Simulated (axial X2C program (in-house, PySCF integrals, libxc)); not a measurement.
# InTi: from the state search to constants, part 2 of 2

Computed with an in-house X2C program for linear molecules on PySCF integrals; all-electron X2C, In dyall-cv3z, Ti dyall-cv3z. Earlier steps stand in the parts before.

## (9) PBE0, 2c

State followed: Ω = 1/2 (excess of +ω over −ω: ω = 1/2). The scan is laid around 2.882 Å, a first estimate of the minimum, and this SCF restarts from the orbitals of the search.

The SCF at the reference distance of 2.882 Å:

```text
two-component X2C + atomic mean field  PBE0
basis functions 245  fitting functions 1303  grid points 5804
iter        total energy     max residual
   1      -6731.575826129     3.06e-05
   2      -6731.575826134     6.13e-05
   3      -6731.575826175     1.41e-05
   4      -6731.575826196     1.34e-05
   5      -6731.575826226     6.26e-06
   6      -6731.575826230     1.95e-06
   7      -6731.575826231     1.97e-06
converged
one-electron -9653.76639180  Coulomb 2930.83864209  exact exchange -49.97234415  xc functional -153.14395156  nuclear repulsion 197.93651401  atomic mean-field constant -3.46829482
```

Along the bond, energies from the lowest point:

```tsv
R (Å)	E (eV)	μ (D)	HOMO (eV)	LUMO (eV)	iterations
2.507	0.3598	0.98	-4.06	-2.09	24
2.623	0.1477	1.12	-4.07	-2.01	19
2.709	0.0582	1.17	-4.07	-1.96	18
2.796	0.0126	1.17	-4.07	-1.92	18
2.882	0.0000	1.12	-4.07	-1.90	7
2.983	0.0161	1.02	-4.07	-1.89	17
3.084	0.0557	0.88	-4.06	-1.89	17
3.213	0.1295	0.65	-4.01	-1.89	17
3.372	0.2395	0.34	-3.87	-1.90	17
3.603	0.4128	-0.13	-3.72	-1.94	17
```

Dipoles are positive if Ti is the positive end.

Outer spinors at the reference distance:

```csv
ω,occupied,ε (eV),atomic character,λ mixture
3/2,yes,-21.24,100% In d,"85% δ, 15% π"
-3/2,yes,-21.20,100% In d,"84% δ, 16% π"
1/2,yes,-21.11,100% In d,"60% π, 40% σ"
-1/2,yes,-21.10,100% In d,"62% π, 38% σ"
-5/2,yes,-20.43,100% In d,100% δ
5/2,yes,-20.39,100% In d,100% δ
3/2,yes,-20.30,100% In d,"85% π, 15% δ"
-3/2,yes,-20.30,100% In d,"84% π, 16% δ"
1/2,yes,-20.27,100% In d,"60% σ, 40% π"
-1/2,yes,-20.26,100% In d,"62% σ, 38% π"
-1/2,yes,-9.21,"67% In s, 12% Ti p, 12% Ti s",100% σ
1/2,yes,-9.01,"70% In s, 12% Ti p, 9% Ti s",100% σ
-1/2,yes,-4.60,"52% Ti s, 35% In p, 5% Ti p",100% σ
1/2,yes,-4.55,"81% Ti d, 15% In p, 2% Ti p",100% π
3/2,yes,-4.45,100% Ti d,100% δ
-3/2,yes,-4.40,"83% Ti d, 13% In p",100% π
1/2,yes,-4.07,"59% In p, 32% Ti s, 3% Ti d","98% σ, 2% π"
-1/2,no,-1.90,"62% In p, 18% Ti p, 12% Ti d","75% π, 25% σ"
1/2,no,-1.89,"47% In p, 31% Ti p, 17% Ti d","97% π, 3% σ"
-3/2,no,-1.75,"47% In p, 34% Ti p, 16% Ti d",100% π
3/2,no,-1.70,"68% In p, 18% Ti p, 11% Ti d",100% π
```

PBE0 fields in the half plane through the axis: z from -2.4 to 5.1 Å across, distance from the axis 0.15 to 2.25 Å upwards; In lies at z = 0 and Ti at z = 2.882 Å; the ELF is damped to zero where the density is low.

log10 density (e/bohr³). Ten even steps from '0' (-3.85 ) to '9' (1.81 ):
```
00001111111111111111111000
00111222222222222222211110
01122222222222222222222111
11222333333333333333322211
11223344444333334443332211
12233455554443345555433221
12234457775444446666533221
12334567976544456786543221
```

ELF. Ten even steps from '0' (0.01 ) to '9' (0.92 ):
```
00112211100123443212233210
01355443211235654212345431
25777654322356763111346642
57887643223357752001245654
79987432222356632111234554
89986324542245335666322343
99984248884234138889510123
99974373837233028277500012
```

Re = 2.879 Å, ωe = 163.5 cm⁻¹, ωexe = 0.602 cm⁻¹, Be = 0.06014 cm⁻¹, De = 1.15 eV, μ = 1.12 D.

## (10) HF, 2c

The SCF at the reference distance of 2.882 Å:

```text
two-component X2C + atomic mean field  HF
basis functions 245  fitting functions 1303  grid points 5804
iter        total energy     max residual
   1      -6728.348907113     2.14e-01
   2      -6728.383455823     6.57e-03
   3      -6728.388019636     5.72e-03
   4      -6728.390657739     5.24e-03
   5      -6728.392582764     4.68e-03
   6      -6728.395016157     3.55e-03
   7      -6728.397433049     1.94e-03
   8      -6728.398395704     1.28e-03
   9      -6728.398884859     1.10e-03
  10      -6728.399040348     1.10e-03
  11      -6728.399361287     1.16e-03
  12      -6728.399685210     1.20e-03
  13      -6728.400370582     1.22e-03
  14      -6728.400859868     1.35e-03
  15      -6728.400952864     1.53e-03
  16      -6728.401182937     1.60e-03
  17      -6728.401126007     1.40e-03
  18      -6728.401035271     1.09e-03
  19      -6728.400993252     8.91e-04
  20      -6728.401038395     6.92e-04
  21      -6728.401044507     4.21e-04
  22      -6728.401097328     5.19e-04
  23      -6728.348907113     3.66e-01
  24      -6728.383503716     9.10e-03
  25      -6728.388920115     3.47e-02
  26      -6728.392727121     3.05e-02
  27      -6728.395068967     9.44e-03
  28      -6728.397269247     1.68e-02
  29      -6728.398307880     1.71e-02
  30      -6728.398835474     3.84e-03
  31      -6728.399221885     6.57e-03
  32      -6728.399577025     9.94e-03
  33      -6728.400088997     8.73e-03
  34      -6728.400583403     3.33e-03
  35      -6728.401087857     3.25e-03
  36      -6728.401507317     6.49e-03
  37      -6728.401969990     5.76e-03
  38      -6728.402838508     6.29e-03
  39      -6728.403914470     7.29e-03
  40      -6728.406546085     1.23e-02
  41      -6728.406688823     1.94e-02
  42      -6728.411629352     9.73e-03
  43      -6728.414046506     4.12e-03
  44      -6728.415456214     1.48e-02
  45      -6728.416973528     6.37e-03
  46      -6728.417561487     2.27e-03
  47      -6728.418145069     1.26e-03
  48      -6728.418370062     1.41e-03
  49      -6728.418464728     1.28e-03
  50      -6728.418489002     4.70e-04
  51      -6728.418499037     3.57e-04
  52      -6728.418504122     3.37e-04
  53      -6728.418509693     2.70e-04
  54      -6728.418513466     1.96e-04
  55      -6728.418515563     1.31e-04
  56      -6728.418516721     1.24e-04
  57      -6728.418517456     1.29e-04
  58      -6728.418517893     1.13e-04
  59      -6728.418518139     9.05e-05
  60      -6728.418518302     6.57e-05
  61      -6728.418518428     3.94e-05
  62      -6728.418518511     2.62e-05
  63      -6728.418518549     1.41e-05
  64      -6728.418518560     9.03e-06
  65      -6728.418518564     5.61e-06
  66      -6728.418518566     3.46e-06
  67      -6728.418518566     2.85e-06
converged
one-electron -9650.98334283  Coulomb 2928.11650574  exact exchange -200.01990067  xc functional 0.00000000  nuclear repulsion 197.93651401  atomic mean-field constant -3.46829482
```

Re = 3.124 Å, ωe = 126.7 cm⁻¹, ωexe = 1.39 cm⁻¹, Be = 0.05106 cm⁻¹, De = 0.068 eV, μ = 2.86 D.

## (11) PBE50, 2c

The SCF at the reference distance of 2.882 Å:

```text
two-component X2C + atomic mean field  PBE50
basis functions 245  fitting functions 1303  grid points 5804
iter        total energy     max residual
   1      -6731.660519362     7.48e-02
   2      -6731.665083660     4.32e-03
   3      -6731.665177661     8.04e-03
   4      -6731.665719994     2.91e-03
   5      -6731.665865675     1.08e-03
   6      -6731.666002132     1.31e-03
   7      -6731.666167425     6.37e-04
   8      -6731.666246834     4.42e-04
   9      -6731.666320575     3.55e-04
  10      -6731.666344226     2.60e-04
  11      -6731.666358125     2.18e-04
  12      -6731.666364017     1.57e-04
  13      -6731.666366695     1.41e-04
  14      -6731.666369786     1.10e-04
  15      -6731.666372441     7.78e-05
  16      -6731.666373760     2.77e-05
  17      -6731.666373911     2.28e-05
  18      -6731.666373964     1.33e-05
  19      -6731.666374003     8.25e-06
  20      -6731.666374015     3.13e-06
  21      -6731.666374018     2.95e-06
  22      -6731.666374021     1.49e-06
  23      -6731.666374021     1.91e-06
  24      -6731.666374022     1.74e-06
converged
one-electron -9654.54748843  Coulomb 2931.69908032  exact exchange -99.99842603  xc functional -103.28775908  nuclear repulsion 197.93651401  atomic mean-field constant -3.46829482
```

Re = 2.916 Å, ωe = 149.6 cm⁻¹, ωexe = 0.767 cm⁻¹, Be = 0.05859 cm⁻¹, De = 0.708 eV, μ = 1.48 D.

## (12) MP2 and beyond, 2c

Correlated methods: 7 electrons correlated (frozen shells, counted by type: In 4 s, 3 p, 2 d; Ti 3 s, 2 p), 343 virtual spinors in MP2, 90 natural virtuals in coupled cluster.

Output of the correlated part at 2.882 Å:

```text
correlated 7  virtual 343  natural virtual 90  E(MP2) -0.073909651  MP2 remainder -0.003650946
iter   CCSD correlation   residual
   1     -0.084363161   1.46e-01
   2     -0.093100030   8.55e-02
   3     -0.096411374   5.39e-02
   4     -0.099127586   3.82e-02
   5     -0.100791212   2.46e-02
   6     -0.101447215   1.35e-02
   7     -0.101799504   8.50e-03
   8     -0.101905163   5.58e-03
   9     -0.102011395   3.67e-03
  10     -0.102034063   2.22e-03
  11     -0.102066140   1.22e-03
  12     -0.102071109   7.36e-04
  13     -0.102078281   4.54e-04
  14     -0.102081691   2.68e-04
  15     -0.102086447   1.61e-04
  16     -0.102089836   9.49e-05
  17     -0.102092035   6.15e-05
  18     -0.102094270   4.27e-05
  19     -0.102095029   2.54e-05
  20     -0.102095607   1.77e-05
  21     -0.102095723   1.22e-05
  22     -0.102095779   8.42e-06
  23     -0.102095761   5.94e-06
(T) -0.007388924  T1 0.1510  D1 0.2426  max T2 0.147
```

MP2: No constants are quoted: the reference is strongly spin-contaminated.

CCSD: No constants are quoted: too few points lie around the minimum for a second fit to confirm the first.

CCSD(T): No constants are quoted: too few points lie around the minimum for a second fit to confirm the first.

## (13) A higher determinant, 2c

State: Ω = 7/2 (excess of +ω over −ω: ω = -1/2, ω = 3/2, ω = 5/2).

Output at the reference distance:

```text
two-component X2C + atomic mean field  PBE0
basis functions 245  fitting functions 1303  grid points 5804
iter        total energy     max residual
   1      -6731.575233981     4.19e-05
   2      -6731.575233942     9.85e-05
   3      -6731.575234066     2.90e-05
   4      -6731.575234093     2.24e-05
   5      -6731.575234153     5.95e-06
   6      -6731.575234156     3.22e-06
   7      -6731.575234157     1.51e-06
converged
one-electron -9653.72458186  Coulomb 2930.79512669  exact exchange -49.97219078  xc functional -153.14180741  nuclear repulsion 197.93651401  atomic mean-field constant -3.46829482
```

```tsv
R (Å)	E above the lowest PBE0 point (eV)
2.507	0.379
2.623	0.166
2.709	0.076
2.796	0.029
2.882	0.016
2.983	0.031
3.084	0.070
3.213	0.143
3.372	0.253
```

Re = 2.881 Å, ωe = 162.9 cm⁻¹, ωexe = 0.589 cm⁻¹, Be = 0.06003 cm⁻¹, μ = 1.12 D. Te = 0.02 eV. As a difference of two determinants it need not be a gap between pure terms.

## (14) The 2c curves together

Energy (eV) of the followed determinant, 2c, from each level's lowest point:

```tsv
R (Å)	PBE0	HF	MP2 (spin-contaminated)	CCSD	CCSD(T)	PBE50
2.507	0.360	0.775	0.604	n/a	n/a	0.395
2.623	0.148	0.454	0.346	0.301	0.280	0.174
2.709	0.058	0.283	0.206	0.165	0.148	0.076
2.796	0.013	0.160	0.108	0.078	0.066	0.022
2.882	0.000	0.078	0.046	0.029	0.022	0.000
2.983	0.016	0.022	0.008	0.002	0.000	0.004
3.084	0.056	0.000	0.000	0.000	0.002	0.030
3.213	0.129	0.005	0.016	0.019	0.026	0.084
3.372	0.239	0.041	0.054	n/a	n/a	0.168
3.603	0.413	0.103	0.100	n/a	n/a	0.301
```

The whole job took 6.4 min on 1 thread of Arm Neoverse V1, shared host; peak memory 0.6 GiB.

## (15) What came out

The summary covers parts 1 to 2.

Lowest determinant that the search found at its distance, spin-free: M_S = 3/2, Λ = 2 (beyond closed shells: π+α, π-α, δ+α).

Lowest determinant that the search found at its distance, 2c: Ω = 1/2 (excess of +ω over −ω: ω = 1/2).

```
Hamiltonian  level  Re (Å)  ωe (cm⁻¹)  De (eV)  μ (D)
  spin-free   PBE0   2.878      163.9     1.22   1.09
  spin-free     HF   3.155      118.9    0.277   2.93
  spin-free  PBE50   2.906      156.6    0.803   1.50
         2c   PBE0   2.879      163.5     1.15   1.12
         2c     HF   3.124      126.7    0.068   2.86
         2c  PBE50   2.916      149.6    0.708   1.48
```

Dipoles are positive if Ti is the positive end. No constants: spin-free MP2 (the reference is strongly spin-contaminated); spin-free CCSD (too few points lie around the minimum for a second fit to confirm the first); spin-free CCSD(T) (too few points lie around the minimum for a second fit to confirm the first); 2c MP2 (the reference is strongly spin-contaminated); 2c CCSD (too few points lie around the minimum for a second fit to confirm the first); 2c CCSD(T) (too few points lie around the minimum for a second fit to confirm the first). Spin-free ⟨S²⟩ is off its pure value at HF 4.42.

Time per point (s) on 1 thread of Arm Neoverse V1, shared host (2c runs); the times are rough: PBE0 2.2, HF 2.8, PBE50 2.8.

At PBE0, going from spin-free to two-component changes Re by 0 mÅ, ωe by -0.3 %; the spin-free picture holds up (part of it comes from the scalar share of the two-electron terms). It costs about 1.6 times the time. De moves by -0.07 eV; both De rest on single-determinant atoms, which can miss part of an open shell's spin–orbit lowering. The shift of Re from spin-free to two-component stands apart from the other levels' at HF (-32 mÅ), where the two runs may have found different states.

De refers to In + Ti, each in the lowest determinant found, which need not be this curve's own limit. The state is a single determinant with fixed occupations, the lowest that a limited PBE0 search found. De is counted from the lowest determinant-based energies of the atoms at the same level, without counterpoise correction. Density functionals use the spin component along the axis (collinear). With several unpaired electrons one determinant need not be a pure state. The spin-free determinant is spin-contaminated at some levels.
